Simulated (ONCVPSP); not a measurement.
# An ONCV potential for Sn, from input to tests

Task: generate the file, and judge it by its errors in other configurations, its logarithmic derivatives, its ghosts and its cutoff.

The numbers are computed with ONCVPSP 4.0.1 (PBE, scalar-relativistic, spin-unpolarised reference atom).

**1. Starting point**

The settings as typed:

```json
{
 "element": "tin (Sn, Z = 50)",
 "type": "optimised norm-conserving Vanderbilt (ONCV)",
 "frozen core": "[Ar] 3d10",
 "valence charge": "22",
 "reference configuration": "4s2 4p6 4d10 5s2 5p2",
 "partial waves": "4s+5s: rc 1.10 bohr, ncon 3, nbas 8, qcut 10.8 1/bohr, 2 projectors; 4p+5p: rc 1.45 bohr, ncon 4, nbas 7, qcut 9.3 1/bohr, 2 projectors; 4d: rc 1.10 bohr, ncon 4, nbas 7, qcut 9.6 1/bohr, 2 projectors, debl 2.8 Ha",
 "local potential": "polynomial inside 0.90 bohr (lpopt 5, dvloc0 6 Ha)",
 "core correction": "Teter function fitted to the true core (icmod 2), fcfact 0.45"
}
```

An earlier all-electron run gives the scale for the radii.

All-electron outer shells of the reference configuration (PBE, scalar-relativistic, ld1.x):

```json
{"shell": "3p", "level (eV)": "-698.81", "outermost node (bohr)": "0.14", "outermost maximum (bohr)": "0.30"}
{"shell": "3d", "level (eV)": "-473.43", "outermost node (bohr)": "–", "outermost maximum (bohr)": "0.25"}
{"shell": "4s", "level (eV)": "-133.93", "outermost node (bohr)": "0.40", "outermost maximum (bohr)": "0.74"}
{"shell": "4p", "level (eV)": "-89.70", "outermost node (bohr)": "0.41", "outermost maximum (bohr)": "0.79"}
{"shell": "4d", "level (eV)": "-25.84", "outermost node (bohr)": "0.39", "outermost maximum (bohr)": "0.88"}
{"shell": "5s", "level (eV)": "-10.55", "outermost node (bohr)": "0.98", "outermost maximum (bohr)": "2.01"}
{"shell": "5p", "level (eV)": "-3.69", "outermost node (bohr)": "1.09", "outermost maximum (bohr)": "2.55"}
```

**2. Generating the potential**

Sn.dat

```
# ATOM AND REFERENCE CONFIGURATION
# atsym  z   nc   nv     iexc    psfile
  Sn 50.00    6    5        4      upf
#
#   n    l    f
    1    0    2.00
    2    0    2.00
    2    1    6.00
    3    0    2.00
    3    1    6.00
    3    2   10.00
    4    0    2.00
    4    1    6.00
    4    2   10.00
    5    0    2.00
    5    1    2.00
#
# PSEUDOPOTENTIAL AND OPTIMIZATION
# lmax
    2
#
#   l,   rc,      ep,       ncon, nbas, qcut
    0    1.10    0.00    3    8   10.80
    1    1.45    0.00    4    7    9.30
    2    1.10    0.00    4    7    9.60
#
# LOCAL POTENTIAL
# lloc, lpopt,  rc(5),   dvloc0
    4    5    0.90    6.00
#
# VANDERBILT-KLEINMAN-BYLANDER PROJECTORs
# l, nproj, debl
    0    2    2.10
    1    2    2.20
    2    2    2.80
#
# MODEL CORE CHARGE
# icmod, fcfact, rcfact
    2    0.45    0.80
#
# LOG DERIVATIVE ANALYSIS
# epsh1, epsh2, depsh
   -6.00    5.00    0.04
#
# OUTPUT GRID
# rlmax, drl
    6.00    0.01
#
# TEST CONFIGURATIONS
# ncnf
    4
# nvcnf
#   n    l    f
    5
    4    0    2.00
    4    1    6.00
    4    2   10.00
    5    0    2.00
    5    1    1.00
#
    5
    4    0    2.00
    4    1    6.00
    4    2   10.00
    5    0    2.00
    5    1    0.00
#
    5
    4    0    2.00
    4    1    6.00
    4    2   10.00
    5    0    1.00
    5    1    0.00
#
    5
    4    0    2.00
    4    1    6.00
    4    2   10.00
    5    0    1.00
    5    1    2.00
#
```

Started as:

```console
$ oncvpsp.x < Sn.dat > Sn.out
```

Before running it: what results should come out? Wanted: cutoffs for 1 and 0.1 mHa per electron, occupied waves; bound ghosts; GHOST(+) flags; largest test error; largest phase difference near zero energy, channels read; rms error of d²Exc/dn², without and with the model core.

As calculated:

```
                                                quantity                              value
  cutoffs for 1 and 0.1 mHa per electron, occupied waves                    45 Ha and 75 Ha
                                            bound ghosts                         none found
                                          GHOST(+) flags                        s at 394 eV
                            largest test error (AE − PS)  -11 meV, for 4s2 4p6 4d10 5s1 5p0
largest phase difference near zero energy, channels read                          0.000 rad
 rms error of d²Exc/dn², without and with the model core                  1.67 and 0.46 mHa
```

The worst unpolarised test, 4s2 4p6 4d10 5s1 5p0, is off by 11 meV on 51.8 eV; by total energies transferability rates as good. By its cutoff, 45 Ha for the looser tolerance, it is hard. No bound ghost shows below the valence levels. Near zero energy the phases of the channels with partial waves agree within 0.001 rad. The program also flags highly localised states, GHOST(+) (s). All of this concerns the isolated atom, not yet a solid.
